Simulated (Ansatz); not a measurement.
# C7H9N: basis-set convergence

An exercise on one series of results from a longer session: the logs are not shown, and one member is left open.

The runs use Ansatz 0.2.0, Gaussian basis; one geometry, several basis sets.

Plan: PBE0-D4/def2-SVP; ωB97M-V/def2-SVP; PBE0-D4/def2-QZVPP; ωB97M-V/def2-QZVPP; the functionals' def2-TZVPP values are taken from earlier runs.

## Structure used throughout

An earlier PBE0-D4 in a triple-zeta def2 set relaxation fixed the geometry.

SMILES `N#CC1=CCCCC1`, 17 atoms, charge 0, spin multiplicity 1.

Atoms are counted from 1 here; the program's logs count them from 0.

Bond lengths: N1–C2 1.153 Å, C2–C3 1.426 Å, C3–C4 1.337 Å, C3–C8 1.506 Å, C4–C5 1.490 Å, C4–H9 1.085 Å, C5–C6 1.522 Å, C5–H10 1.099 Å, C5–H11 1.095 Å, C6–C7 1.521 Å, C6–H12 1.093 Å, C6–H13 1.096 Å, C7–C8 1.521 Å, C7–H14 1.093 Å, C7–H15 1.096 Å, C8–H16 1.094 Å, C8–H17 1.097 Å. Angles: N1–C2–C3 178.0°, C2–C3–C4 119.7°, C2–C3–C8 116.9°, C4–C3–C8 123.4°, C3–C4–C5 123.2°, C3–C4–H9 118.9°, C5–C4–H9 117.9°, C4–C5–C6 112.5°, C4–C5–H10 108.6°, C4–C5–H11 109.0°, C6–C5–H10 110.5°, C6–C5–H11 110.8°, H10–C5–H11 105.2°, C5–C6–C7 110.7°, C5–C6–H12 110.1°, C5–C6–H13 109.2°, C7–C6–H12 110.8°, C7–C6–H13 109.2° and more.

The first run:

The input, in.yaml:

```yaml
crystal:
  periodic: [false, false, false]
  atoms:
    - {symbol: N, position_ang: [2.395304, -2.315094, 1.941471]}
    - {symbol: C, position_ang: [1.726243, -1.601574, 1.331451]}
    - {symbol: C, position_ang: [0.859609, -0.736850, 0.599758]}
    - {symbol: C, position_ang: [1.376057, 0.133419, -0.274319]}
    - {symbol: C, position_ang: [0.547235, 1.097027, -1.052297]}
    - {symbol: C, position_ang: [-0.875745, 1.202071, -0.522489]}
    - {symbol: C, position_ang: [-1.437889, -0.176445, -0.213044]}
    - {symbol: C, position_ang: [-0.616770, -0.869079, 0.863536]}
    - {symbol: H, position_ang: [2.450348, 0.146249, -0.429283]}
    - {symbol: H, position_ang: [0.542909, 0.783755, -2.105344]}
    - {symbol: H, position_ang: [1.037552, 2.076207, -1.045657]}
    - {symbol: H, position_ang: [-1.506909, 1.724923, -1.244964]}
    - {symbol: H, position_ang: [-0.876826, 1.804891, 0.392485]}
    - {symbol: H, position_ang: [-2.480618, -0.107168, 0.105852]}
    - {symbol: H, position_ang: [-1.425416, -0.784820, -1.124365]}
    - {symbol: H, position_ang: [-0.875157, -1.929840, 0.926114]}
    - {symbol: H, position_ang: [-0.839916, -0.447683, 1.851093]}
basis:
  gaussian: {orbitals: def2-SVP}
hamiltonian: {xc: pbe0, dispersion: d4}
output: {orbitals: {seedname: orbitals}}
```

Run with:

```bash
$ ansatz run in.yaml --threads 2 --pin off --events-out ev --progress --plain --max-ram 20480MiB --backend cpu
```

Among the steps run: PBE0-D4 in def2-SVP; ωB97M-V in def2-SVP; PBE0-D4 in def2-QZVPP; ωB97M-V in def2-QZVPP.

One table of the session follows, with a row left open; its other results are not shown here.

It belongs to the step «Functionals by basis». 

| functional | basis | HOMO (eV) |
| --- | --- | --- |
| PBE0-D4 | def2-SVP | -7.48 |
| PBE0-D4 | def2-TZVPP | -7.52 |
| PBE0-D4 | def2-QZVPP | -7.54 |
| ωB97M-V | def2-SVP | -9.60 |
| ωB97M-V | def2-TZVPP | ? |
| ωB97M-V | def2-QZVPP | -9.68 |

Estimate the missing values for ωB97M-V, def2-TZVPP.

**Answer.** HOMO (eV): -9.66. In the column «HOMO (eV)» it lies between ωB97M-V, def2-QZVPP (-9.68) and ωB97M-V, def2-SVP (-9.60).
